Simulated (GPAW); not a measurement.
Runs of GPAW 26.7.0 on PmSe. The structure is cubic, space group Pm-3m (No. 221). The conventional cell has a = 3.535 Å, b = 3.535 Å, c = 3.535 Å, α = 90.00°, β = 90.00°, γ = 90.00°. Pm (site symmetry m-3m) has 8 Se at 3.06 Å as nearest neighbours. Se (site symmetry m-3m) has 8 Pm at 3.06 Å as nearest neighbours. The cell comes from a database or a generator and needn't be the stable form of this composition.

```tsv
level	potentials or basis	spin	U	fixed moment (μB)	gap on the mesh (eV)	pressure (GPa)	moment (μB)
LDA+U	the program's PAW data sets (release 1.2.1) made for this functional, pw	collinear, random start	Pm f U = 2 eV	-	none	3.8	4.87
LDA+U	the program's PAW data sets (release 1.2.1) made for this functional, pw	collinear, zero start	Pm f U = 2 eV	0.0	-	-2.5	0.00
LDA+U	the program's PAW data sets (release 1.2.1) made for this functional, pw	collinear, zero start	Pm f U = 4 eV	-	none	(a)	0.00
r2SCAN+U	GPAW PAW data sets (gpaw-data 1.2.1), pw	collinear, ferromagnetic start	Pm f U = 5 eV	-	none	(b)	4.97
```

Alike in all rows: task single point; cell as given; k mesh 5 × 5 × 5; cutoff (eV) 800; smearing gaussian 0.05 eV.

Question: Estimate the missing entries.

Answer: (a) -0.4; (b) 12.8.

Caveats: one-centre terms of the f shell are cut off; the magnetic or orbital state may not be the lowest; spin-orbit coupling is left out, which moves the levels of the heavy elements; the run has no moments, though such compounds are often magnetic (some runs); a magnetic state may lie lower (some runs); the total moment is fixed, so each spin has its own Fermi level (some runs); the PAW data sets were made with another functional, which shifts forces and pressure a little (some runs).

A k mesh can miss the band edges, and the runs leave out spin-orbit coupling on Pm, Se.

A gap of «none» marks a metal or a gap under the smearing width.
